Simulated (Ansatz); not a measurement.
# CH3FMgO: the cost of one run

All numbers are computed with Ansatz 0.2.0, driven from Python. Level of theory: PBE+D4/6-31G.

## (1) The structure

Bond lengths: C1–O2 1.357 Å, O2–Mg3 2.006 Å, Mg3–F4 1.951 Å, C1–H5 1.163 Å, C1–H6 1.157 Å, C1–H7 1.093 Å. Angles: C1–O2–Mg3 103.5°, O2–C1–H5 109.3°, O2–C1–H6 110.5°, O2–C1–H7 114.4°, H5–C1–H6 104.4°, H5–C1–H7 109.0°, H6–C1–H7 108.8°, O2–Mg3–F4 176.0°.

Input file ch3fmgo.xyz:

```xyz
7

C     0.06580    0.98400    0.19530
O    -0.03600   -0.01900    1.10390
Mg   -0.08700   -1.67350   -0.02960
F    -0.00170   -3.29000   -1.11830
H    -0.87400    0.97940   -0.49060
H     0.03250    2.01330    0.72280
H     0.96170    0.93790   -0.42930
```

## (2) The script

md_ch3fmgo.py reads:

```python
'''Molecular dynamics of one CH3FMgO molecule.'''

import ansatz as az
import numpy as np

BASIS_SET = '6-31G'
FUNCTIONAL = 'PBE'
DISPERSION = 'd4'
N_STEPS = 40
TEMPERATURE_K = 200

mol = az.Crystal.molecule_from_extxyz('ch3fmgo.xyz')

setup = (
    mol.calculation()
    .basis(gaussian=BASIS_SET)
    .functional(FUNCTIONAL, dispersion=DISPERSION)  # exchange and correlation
    .md('nvt_nose_hoover', timestep=0.25, steps=N_STEPS, temperature=TEMPERATURE_K, initial_velocities='maxwell_boltzmann', seed=34, thermostat_time=20)
)
frames = []
setup.session().plan().execute(on_event=lambda e: frames.append(e['data']) if e['event'] == 'md_step' else None)
print('t (fs)   E_pot (eV)      E_kin (eV)   T (K)   d(0-1) (A)')
for f in frames[::1]:
    xyz = np.array(f['positions_ang'])
    print(f'{f["time_fs"]:6.2f} {f["lagrangian_ev"]:14.5f} {f["e_kin_ev"]:10.5f} {f["temperature_k"]:8.1f} {np.linalg.norm(xyz[0] - xyz[1]):9.4f}')
kept = np.array([f['conserved_ev'] for f in frames])
print(f'conserved energy moves by at most {1000 * np.ptp(kept):.3f} meV')
```

## (3) What the engine is handed

The package turns the script's settings into the engine's input:

```yaml
crystal:
  periodic: [false, false, false]
  atoms:
    - { symbol: C, position_ang: [0.0658, 0.984, 0.1953] }
    - { symbol: O, position_ang: [-0.036, -0.019, 1.1039] }
    - { symbol: Mg, position_ang: [-0.087, -1.6735, -0.0296] }
    - { symbol: F, position_ang: [-0.0017, -3.29, -1.1183] }
    - { symbol: H, position_ang: [-0.874, 0.9794, -0.4906] }
    - { symbol: H, position_ang: [0.0325, 2.0133, 0.7228] }
    - { symbol: H, position_ang: [0.9617, 0.9379, -0.4293] }
basis:
  gaussian:
    orbitals: "6-31G"
hamiltonian:
  xc: pbe
  dispersion: d4
md:
  timestep: 0.25
  n_steps: 40
  ensemble: nvt_nose_hoover
  temperature: 200.0
  nose_hoover:
    tau: 20.0
  initial_velocities: maxwell_boltzmann
  seed: 34
```

## (4) Running it

Started as:

```
python md_ch3fmgo.py
```

What time and memory should one allow on 1 thread of Arm Neoverse N1, shared host?

About 1.8 min, with a peak of 0.17 GiB.
